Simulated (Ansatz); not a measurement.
# GdCu5: the cost of one run

Computed with Ansatz 0.2.0 (DFT r2SCAN, PAW, plane waves, scalar-relativistic, unless a step's input says otherwise).

**1. The structure to begin with**

Symmetry: P6/mmm, No. 191, hexagonal system. Conventional cell: a = 5.036 Å, b = 5.036 Å, c = 4.102 Å, α = 90.00°, β = 90.00°, γ = 120.00°. Around Cu (site symmetry -6m2) lie 6 Cu at 2.51 Å. Around Cu (site symmetry mmm) lie 8 Cu at 2.51 to 2.52 Å. Around Gd (site symmetry 6/mmm) lie 18 Cu at 2.91 to 3.25 Å.

Structure file:

```
Cu Gd
1.0
     5.03600    0.00000    0.00000
    -2.51800    4.36130    0.00000
     0.00000    0.00000    4.10200
Cu Gd
5 1
Direct
  0.33333 0.66667 0.00000
  0.66667 0.33333 0.00000
  0.50000 0.00000 0.50000
  0.50000 0.50000 0.50000
  0.00000 0.50000 0.50000
  0.00000 0.00000 0.00000
```

Labels such as Gd6 number the atoms in the order of the input file.

Planned first: parallel moments, plain SCF; opposed moments ++----, plain SCF; no spin polarisation; spin on, no moments given (the program may seed its own), plain SCF; opposed moments +++++-, plain SCF. Further starts follow from what these give.

“Plain SCF” means no search for lower states. Ends within 0.2 meV/atom and 0.1 μB count as one state.

Moments by site are taken inside atomic spheres; the rest lies between them.

**2. Parallel moments, plain SCF**

The input, input.yaml:

```yaml
crystal:
  lattice:
    - [5.0359983, 0.0, 0.0]
    - [-2.51799915, 4.36130246, 0.0]
    - [0.0, 0.0, 4.102]
  atoms:
    - { symbol: Cu, position: [0.33333333, 0.66666667, 0.0], spin: 1.0 }
    - { symbol: Cu, position: [0.66666667, 0.33333333, 0.0], spin: 1.0 }
    - { symbol: Cu, position: [0.5, 0.0, 0.5], spin: 1.0 }
    - { symbol: Cu, position: [0.5, 0.5, 0.5], spin: 1.0 }
    - { symbol: Cu, position: [0.0, 0.5, 0.5], spin: 1.0 }
    - { symbol: Gd, position: [0.0, 0.0, 0.0], spin: 7.0 }
magnetization:
  spin_polarized: true
hamiltonian:
  xc: r2scan
  pseudopotentials: { kind: paw }
basis:
  ecutwfc: 500
kpoints:
  mp_grid: { grid: [4, 4, 5] }
scf:
  occupations: { method: gaussian, width: 0.05 }
  lower_state_search: "off"
output:
  forces: true
  stress: true
```

Run with:

```sh
ansatz run input.yaml --threads 2 --pin off --max-ram 5120MiB --backend cpu --events-out ev --progress --plain --runs-dir out
```

What time and memory should one allow on 2 threads of Arm Neoverse V1, shared host?

About 92 s, with a peak of 0.72 GiB.
